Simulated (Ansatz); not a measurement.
# CF2 on Si(111), H-covered but for one site, underside capped with H: a dynamics run in two tries

Aim: a short trajectory for this system. The slab cell is 2×2, and the adsorbate is set down on it by hand.

Method: DFT PBE+D3(BJ), plane waves, PAW, scalar-relativistic, collinear spin, in Ansatz 0.2.0.

**1. Starting point**

The cell holds 26 atoms (CH7F2Si16): a = 7.679 Å, b = 7.679 Å, c = 21.869 Å, α = 90.00°, β = 90.00°, γ = 60.00°.

Its coordinates follow in the input file.

**2. The run**

input.yaml

```yaml
crystal:
  lattice:
    - [7.67918, 0.0, 0.0]
    - [3.83959, 6.650365, 0.0]
    - [0.0, 0.0, 21.868765]
  atoms:
    - { symbol: H, position: [0.1666667, 0.1666667, 0.0457273] }
    - { symbol: H, position: [0.6666667, 0.1666667, 0.0457273] }
    - { symbol: H, position: [0.1666667, 0.6666667, 0.0457273] }
    - { symbol: H, position: [0.6666667, 0.6666667, 0.0457273] }
    - { symbol: Si, position: [0.1666667, 0.1666667, 0.1143183] }
    - { symbol: Si, position: [0.6666667, 0.1666667, 0.1143183] }
    - { symbol: Si, position: [0.1666667, 0.6666667, 0.1143183] }
    - { symbol: Si, position: [0.6666667, 0.6666667, 0.1143183] }
    - { symbol: Si, position: [-0.1666667, 0.3333333, 0.1501572] }
    - { symbol: Si, position: [0.3333333, 0.3333333, 0.1501572] }
    - { symbol: Si, position: [-0.1666667, 0.8333333, 0.1501572] }
    - { symbol: Si, position: [0.3333333, 0.8333333, 0.1501572] }
    - { symbol: Si, position: [-0.1666667, 0.3333333, 0.257674] }
    - { symbol: Si, position: [0.3333333, 0.3333333, 0.257674] }
    - { symbol: Si, position: [-0.1666667, 0.8333333, 0.257674] }
    - { symbol: Si, position: [0.3333333, 0.8333333, 0.257674] }
    - { symbol: Si, position: [0.0, 0.0, 0.2935129] }
    - { symbol: Si, position: [0.5, 0.0, 0.2935129] }
    - { symbol: Si, position: [0.0, 0.5, 0.2935129] }
    - { symbol: Si, position: [0.5, 0.5, 0.2935129] }
    - { symbol: H, position: [0.5, 0.0, 0.3598175] }
    - { symbol: H, position: [0.0, 0.5, 0.3598175] }
    - { symbol: H, position: [0.5, 0.5, 0.3598175] }
    - { symbol: C, position: [0.2575649, 0.2477355, 0.4437931], spin: 1.0 }
    - { symbol: F, position: [0.2397148, 0.3912066, 0.4794604] }
    - { symbol: F, position: [0.275415, 0.1042645, 0.4794604] }
magnetization:
  spin_polarized: true
basis:
  ecutwfc: 420.0
kpoints:
  mp_grid: { grid: [2, 2, 1] }
hamiltonian:
  xc: pbe
  dispersion: d3bj
  pseudopotentials: { kind: paw, azcp: { folder: soft_1 } }
scf:
  occupations: { method: fermi_dirac, width: 0.05 }
  lower_state_search: "off"
  max_iter: 66
md:
  timestep: 1000.0
  n_steps: 25
  ensemble: nve
  initial_velocities: zero
  seed: 120062
  initial_site_velocities:
    - { site: 23, velocity: [0.0, 0.0, -0.043925] }
    - { site: 24, velocity: [0.0, 0.0, -0.043925] }
    - { site: 25, velocity: [0.0, 0.0, -0.043925] }
  constraints: [{ sites: [0, 1, 2, 3, 4, 5, 6, 7] }]
```

The run is started by

```sh
ansatz run input.yaml --threads 2 --pin off --max-ram 5120MiB --backend cpu --events-out ev --progress --plain --runs-dir out
```

What does the calculation give? Wanted: first try.

As calculated:

| quantity | value |
| --- | --- |
| first try | timeout |
| cause | the time step is longer than any vibration's period allows, so each step throws atoms far past their turning points |

The program did not catch the first fault at the input check, so it cost a run.
